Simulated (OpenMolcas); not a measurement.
# Ni²⁺ with 5 ligands (chloride): CASSCF and CASPT2 levels and susceptibility

Aim: the ligand-field states of Ni²⁺ in this surrounding, its lowest levels with spin-orbit coupling and its magnetic susceptibility.

Method: state-averaged CASSCF and CASPT2, spin-orbit coupling by RASSI with atomic mean-field integrals. Code: OpenMolcas 26.06.

### Step 1. What is computed

* Species: Ni²⁺ (nickel, Z = 28, 26 electrons)
* Basis: ANO-RCC-VTZP [6s5p3d2f1g], 149 functions with the ligands
* Scalar Hamiltonian: DKH2, point nucleus
* Inactive shells: 1s 2s 2p 3s 3p of the metal, and all ligand shells
* Active space: 8 electrons in 5 orbitals (3d)
* Some configurations of this space: 3d8
* Orbitals: optimised for each spin and parity, averaged over all roots

The outer shells:

3d8
```
3d [↑↓][↑↓][↑↓][↑ ][↑ ]
```

Ni²⁺ is taken with 5 ligands (chloride) in square pyramid coordination (C4v) at 2.5 Å, the axial distance 2.450 Å. A charge of +0.6 e stands 2.4 Å behind each ligand. Ligand basis ANO-RCC-VDZP. The distances are assumed, not relaxed.

```xyz
6

Ni    0.0000    0.0000    0.0000
Cl    2.5000    0.0000    0.0000
Cl    0.0000    2.5000    0.0000
Cl   -2.5000    0.0000    0.0000
Cl    0.0000   -2.5000    0.0000
Cl    0.0000    0.0000    2.4500
```

The work runs as a chain of OpenMolcas steps in one folder; each step below is one input file. Labels, J, g values, rates, χT and fits are worked out afterwards by a script from the matrices that RASSI stores.

### Step 2. Basis and integrals

Input file a.inp:

```
&GATEWAY
Coord
6

Ni 0.0 0.0 0.0
Cl 2.500000 0.000000 0.000000
Cl 0.000000 2.500000 0.000000
Cl -2.500000 0.000000 0.000000
Cl 0.000000 -2.500000 0.000000
Cl 0.000000 0.000000 2.450000
Basis=Ni.ANO-RCC-VTZP,Cl.ANO-RCC-VDZP
Group=NoSym
NoMove
AngMom=0.0 0.0 0.0
AMFI
RICD
XField
5 Angstrom 0
4.900000 0.000000 0.000000 0.600000
0.000000 4.900000 0.000000 0.600000
-4.900000 0.000000 0.000000 0.600000
0.000000 -4.900000 0.000000 0.600000
0.000000 0.000000 4.850000 0.600000
&SEWARD
```

Started as:

```
$ OMP_NUM_THREADS=1 MOLCAS_MEM=2457 MOLCAS_PROJECT=a pymolcas a.inp > a.log
```

### Step 3. Reference wave functions, triplets, 10 roots

Input file a.inp:

```
&RASSCF
FileOrb=start.orb
Symmetry=1
Spin=3
nActEl=8 0 0
Inactive=54
Ras2=5
CIRoot=10 10 1
SDav=10
CIMx=300
Iter=150 100
PrWF=0.3
OrbListing=Nothing
MaxOrb=0
LevShft=1.0
>>> COPY $Project.JobIph JOB001
```

start.orb holds start orbitals that the driver prepared beforehand, or those of the step before.

### Step 4. CASSCF: singlets, 15 roots

Input file a.inp:

```
&RASSCF
FileOrb=start.orb
Symmetry=1
Spin=1
nActEl=8 0 0
Inactive=54
Ras2=5
CIRoot=15 15 1
SDav=15
CIMx=300
Iter=150 100
PrWF=0.3
OrbListing=Nothing
MaxOrb=0
LevShft=1.0
>>> COPY $Project.JobIph JOB002
```

### Step 5. State interaction with spin-orbit coupling

Input file a.inp:

```
&RASSI
NrOfJobIphs=2 10 15
1 2 3 4 5 6 7 8 9 10
1 2 3 4 5 6 7 8 9 10 11 12 13 14 15
IphNames
JOB001
JOB002
EJob
SpinOrbit
DIPRint=1.0
SOCoupling=1000.0
Subsets=2
Property=9
'ANGMOM' 1 'ANGMOM' 2 'ANGMOM' 3 'MLTPL  1' 1 'MLTPL  1' 2 'MLTPL  1' 3
'AMFI' 1 'AMFI' 2 'AMFI' 3
SOProperty=3
'ANGMOM' 1 'ANGMOM' 2 'ANGMOM' 3
```

### Step 6. CASPT2: IPEA 0.25, imaginary shift 0.1 (closed shells correlated: 3s 3p of the metal, with ligand shells; the Frozen line counts the rest)

Input file a.inp:

```
>>> COPY JOB001 $Project.JobIph
&CASPT2
Multistate=10 1 2 3 4 5 6 7 8 9 10
NoMult
Frozen=30
IPEA=0.25
Imaginary=0.1
MaxIter=60
WThr=0.0 0.3 0.05
PrWF=0.5
NoMix
>>> COPY JOB002 $Project.JobIph
&CASPT2
Multistate=15 1 2 3 4 5 6 7 8 9 10 11 12 13 14 15
NoMult
Frozen=30
IPEA=0.25
Imaginary=0.1
MaxIter=60
WThr=0.0 0.3 0.05
PrWF=0.5
NoMix
```

(Steps that only read results are left out.)

**Question.** What will these runs give? Wanted: spin-free ground state; first state of the same spin within the active space; lowest level; next level.

The runs gave:

| quantity | value |
| --- | --- |
| method | SS-CASPT2, IPEA 0.25, imaginary shift 0.1 (closed shells correlated: 3s 3p of the metal, with ligand shells; the Frozen line counts the rest) |
| spin-free ground state | triplet, 1-fold in its orbital part |
| first state of the same spin within the active space | triplet at 2740 cm⁻¹ |
| lowest level | 1-fold |
| next level | 32.7 cm⁻¹ |
| χT at 300 K | 1.89 cm³ K/mol |
| effective moment at 300 K | 3.88 μB |

Cost by method:

| method | time of its own steps | time with the reference |
| --- | --- | --- |
| A. CASSCF | 56 s | 56 s |
| B. SS-CASPT2, IPEA 0.25, imaginary shift 0.1, +3s 3p | 4.2 min | 5.1 min |

Times are of one thread on a shared host.

What this shows: The spin-free ground state (triplet) comes to 100 % from free-ion F terms and keeps the highest spin of the shell. χT at 300 K is 1.89, against 1.00 cm³ K/mol for the spin alone, so orbital moment adds to it. With one d shell, CASPT2 may overshoot the field of a late 3d ion.
